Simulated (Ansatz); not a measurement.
# Cu (Cu, dhcp): the cost of one run

Computed with Ansatz 0.2.0 (DFT BLYP, plane waves (420 eV) with PAW, scalar-relativistic; PBE-made PAW files, unless a step says otherwise).

**1. The system as given**

The structure is hexagonal, space group P6_3/mmc (No. 194). Conventional cell: a = 2.556 Å, b = 2.556 Å, c = 8.348 Å, α = 90.00°, β = 90.00°, γ = 120.00°. Cu (site symmetry -3m) has 12 Cu at 2.56 Å as nearest neighbours. Cu (site symmetry -6m2) is surrounded by 12 Cu at 2.56 Å.

Coordinates:

```cif
data_structure
_symmetry_space_group_name_H-M 'P6_3/mmc'
_symmetry_Int_Tables_number 194
_cell_length_a 2.5562
_cell_length_b 2.5562
_cell_length_c 8.3484
_cell_angle_alpha 90.000
_cell_angle_beta 90.000
_cell_angle_gamma 120.000
_cell_volume 47.24
loop_
_atom_site_label
_atom_site_type_symbol
_atom_site_symmetry_multiplicity
_atom_site_Wyckoff_symbol
_atom_site_fract_x
_atom_site_fract_y
_atom_site_fract_z
_atom_site_occupancy
Cu1 Cu 2 a 0.00000 0.00000 0.00000 1
Cu2 Cu 2 c 0.33333 0.66667 0.25000 1
```

**2. Relaxation of the cell**

input.yaml

```yaml
crystal:
  lattice:
    - [2.5561591618, 0.0, 0.0]
    - [-1.2780795809, 2.2136987702, 0.0]
    - [0.0, 0.0, 8.3484158223]
  atoms:
    - { symbol: Cu, position: [0.0, 0.0, 0.0] }
    - { symbol: Cu, position: [0.0, 0.0, 0.5] }
    - { symbol: Cu, position: [0.3333333333, 0.6666666667, 0.25] }
    - { symbol: Cu, position: [0.6666666667, 0.3333333333, 0.75] }
hamiltonian:
  xc: blyp
  pseudopotentials:
    kind: paw
    azcp:
      Cu: "pseudopotentials/Cu.paw.azcp"
basis:
  ecutwfc: 420
  fft_grid_basis: typed
kpoints:
  mp_grid: { grid: [14, 14, 4], shift: [0, 0, 0] }
magnetization:
  spin_polarized: false
scf:
  occupations: { method: fermi_dirac, width: 0.1 }
relax:
  max_steps: 60
  f_tol: 0.01
  cell: {}
output:
  write_density: true
  write_potential: true
  elf: true
  volumetric_format: npy
```

Q: Estimate wall time and peak memory on 2 threads of Arm Neoverse V2, shared host.

About 25 s, with a peak of 0.43 GiB.
